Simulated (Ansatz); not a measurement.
**BiPd: response to strain**

BiPd is deformed so: equal xx and yy strain of +2 %. What stress and forces result, by LAPW, PAW and all-electron datasets made for the crystal?

Computed with Ansatz 0.2.0 (DFT PBEsol, scalar-relativistic, unless a step's input says otherwise).

## Step 1: The starting structure

Symmetry: P6_3/mmc, No. 194, hexagonal system. The conventional cell has a = 4.230 Å, b = 4.230 Å, c = 5.690 Å, α = 90.00°, β = 90.00°, γ = 120.00°. Bi (site symmetry -6m2) has 6 Pd at 2.83 Å in its first shell of neighbours. Around Pd (site symmetry -3m) lie 6 Bi at 2.83 Å and 2 Pd at 2.85 Å.

Coordinates:

```cif
data_structure
_symmetry_space_group_name_H-M 'P 1'
_symmetry_Int_Tables_number 1
_cell_length_a 4.2300
_cell_length_b 4.2300
_cell_length_c 5.6900
_cell_angle_alpha 90.000
_cell_angle_beta 90.000
_cell_angle_gamma 120.000
_cell_volume 88.17
loop_
_atom_site_label
_atom_site_type_symbol
_atom_site_fract_x
_atom_site_fract_y
_atom_site_fract_z
_atom_site_occupancy
Bi1 Bi 0.33333 0.66667 0.25000 1
Bi2 Bi 0.66667 0.33333 0.75000 1
Pd1 Pd 0.00000 0.00000 0.00000 1
Pd2 Pd 0.00000 0.00000 0.50000 1
```

Atoms are numbered in the order of the input: Bi1, Bi2, Pd3, Pd4.

## Step 2: The deformed structure

Space group P6_3/mmc before, P6_3/mmc after.

## Step 3: Full-potential LAPW

File input.yaml:

```yaml
crystal:
  lattice:
    - [4.3146011227, 0.0, 0.0]
    - [-2.1573005614, 3.7365541795, 0.0]
    - [0.0, 0.0, 5.69]
  atoms:
    - { symbol: Bi, position: [0.3333333333, 0.6666666667, 0.25] }
    - { symbol: Bi, position: [0.6666666667, 0.3333333333, 0.75] }
    - { symbol: Pd, position: [0.0, 0.0, 0.0] }
    - { symbol: Pd, position: [0.0, 0.0, 0.5] }
kpoints:
  mp_grid: { grid: [9, 9, 6] }
  band_path:
    path:
      - [0.0, 0.0, 0.0]
      - [0.5, 0.0, 0.0]
      - [0.3333333333, 0.3333333333, 0.0]
      - [0.0, 0.0, 0.0]
      - [0.0, 0.0, 0.5]
      - [0.5, 0.0, 0.5]
      - [0.3333333333, 0.3333333333, 0.5]
      - [0.0, 0.0, 0.5]
      - [0.5, 0.0, 0.5]
    npoints: 5
scf:
  occupations: { method: fermi_dirac, width: 0.03 }
hamiltonian:
  xc: pbesol
  pseudopotentials: { kind: all_electron, lapw: { basis_error: 0.0005 } }
output:
  forces: true
  stress: true
  eigenvalues: true
```

On the command line:

```sh
ansatz run input.yaml --threads 1 --pin off --max-ram 4096MiB --backend cpu --events-out ev --progress --plain --runs-dir out
```

## Step 4: Frozen-core PAW

File input.yaml:

```yaml
crystal:
  lattice:
    - [4.3146011227, 0.0, 0.0]
    - [-2.1573005614, 3.7365541795, 0.0]
    - [0.0, 0.0, 5.69]
  atoms:
    - { symbol: Bi, position: [0.3333333333, 0.6666666667, 0.25] }
    - { symbol: Bi, position: [0.6666666667, 0.3333333333, 0.75] }
    - { symbol: Pd, position: [0.0, 0.0, 0.0] }
    - { symbol: Pd, position: [0.0, 0.0, 0.5] }
kpoints:
  mp_grid: { grid: [9, 9, 6] }
scf:
  occupations: { method: fermi_dirac, width: 0.03 }
hamiltonian:
  xc: pbesol
  pseudopotentials: { kind: paw }
output:
  forces: true
  stress: true
  eigenvalues: true
  efg: { contact_densities: true }
```

## Step 5: Datasets made for this crystal

Edit input.yaml of step 4 so:

```diff
@@ -16,3 +16,3 @@
   xc: pbesol
-  pseudopotentials: { kind: paw }
+  pseudopotentials: { kind: all_electron, datasets: crystal }
 output:
```

(Steps that only read results are left out.)

**Question.** What will these runs give? Wanted: pressure; largest shear or deviatoric stress.

**Answer**, as computed:

| quantity | value |
| --- | --- |
| pressure | LAPW -3.57, PAW -3.57, crystal datasets -3.57 GPa |
| largest shear or deviatoric stress (LAPW) | 0.06 GPa |

**Reading.** The largest part of the stress beyond the pressure is 0.06 GPa in size, in the zz component; the atoms are carried along and not relaxed. No run of the undeformed cell stands beside it, so pressure and stress hold what the given cell had before the change, as far as its symmetry allows. PAW: stress within 0.01 GPa of LAPW. Crystal datasets: stress within 0.01 GPa of LAPW. Spin-orbit coupling is left out, though the cell holds Bi; in elements this heavy it can shift bands and gaps by tenths of an eV.
